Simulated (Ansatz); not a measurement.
# SiAsH3 (triplet): from Hartree-Fock to the top rungs at a displaced geometry (v2), cc-pVDZ

The task here is to estimate one member of a computed series from the others.

The runs use Ansatz 0.2.0, Gaussian basis; cc-pVDZ, core rule «outside noble gas», up to 19 orbitals frozen.

To be run: UHF; CCSD(T) on ROHF; CCSD(T) on UHF; BCCD(T) on ROHF; CISD; CCSDT(Q) on ROHF; CCSDT(Q) on UHF.

27 further runs of the same task are left out: 12 that didn't finish, 15 set aside as unsound or not needed.

## The system

The geometry is a PBE0/def2-TZVP stationary point (not a proven minimum) with its atoms shifted at random (size 0.100 Å). No spin-orbit coupling is included. The filled d shell of As may be among the frozen orbitals whatever the setting's name suggests; the logs give the count.

5 atoms, charge 0, spin multiplicity 3.

Atoms are counted from 1 here; the program's logs count them from 0.

Bond lengths: Si1–As2 2.338 Å, Si1–H3 1.521 Å, As2–H4 1.587 Å, As2–H5 1.432 Å. Angles: As2–Si1–H3 113.9°, Si1–As2–H4 93.8°, Si1–As2–H5 105.1°, H4–As2–H5 99.8°.

The first run:

Contents of in.yaml:

```yaml
crystal:
  periodic: [false, false, false]
  atoms:
    - {symbol: Si, position_ang: [0.118417, 0.135301, 1.685448]}
    - {symbol: As, position_ang: [-0.046457, -0.057668, -0.638503]}
    - {symbol: H, position_ang: [0.030163, -1.193225, 2.421039]}
    - {symbol: H, position_ang: [1.215897, 0.864405, -0.910547]}
    - {symbol: H, position_ang: [-1.092411, 0.845273, -1.013430]}
basis:
  gaussian: {orbitals: cc-pVDZ}
magnetization: {spin_polarized: true, initial_magnetization: 2}
hamiltonian: {xc: hf}
output: {orbitals: {seedname: orbitals}}
```

Started as:

```bash
> ansatz run in.yaml --threads 1 --pin off --events-out ev --progress --plain --max-ram 2393MiB
```

Among the steps run: UHF; CCSD(T) on ROHF; CCSD(T) on UHF; BCCD(T) on ROHF; CISD; CCSDT(Q) on ROHF; CCSDT(Q) on UHF.

One table of the session follows, with a row left open; its other results are not shown here.

```
   method  from UCCSDT(Q) (meV)
     ROHF               +6240.3
      UHF               +6157.1
     RMP2               +1297.8
     UMP2                     ?
     CISD                +744.0
    RCCSD                +227.2
    UCCSD                +223.9
 RCCSD(T)                 +45.6
 UCCSD(T)                 +44.8
  BCCD(T)                 +44.3
   RCCSDT                 +10.7
   UCCSDT                 +10.0
RCCSDT(Q)                  +1.0
UCCSDT(Q)                     0
```

**Question.** Estimate the row for UMP2.

As computed: from UCCSDT(Q) (meV): +1290.3. In the column «from UCCSDT(Q) (meV)» it lies between CISD (+744.0) and RMP2 (+1297.8).

Caveats from the session: Restricted and unrestricted rows rest on different reference determinants; where their highest levels disagree by more than a few hundredths of an eV, they describe different states and don't form one ladder.
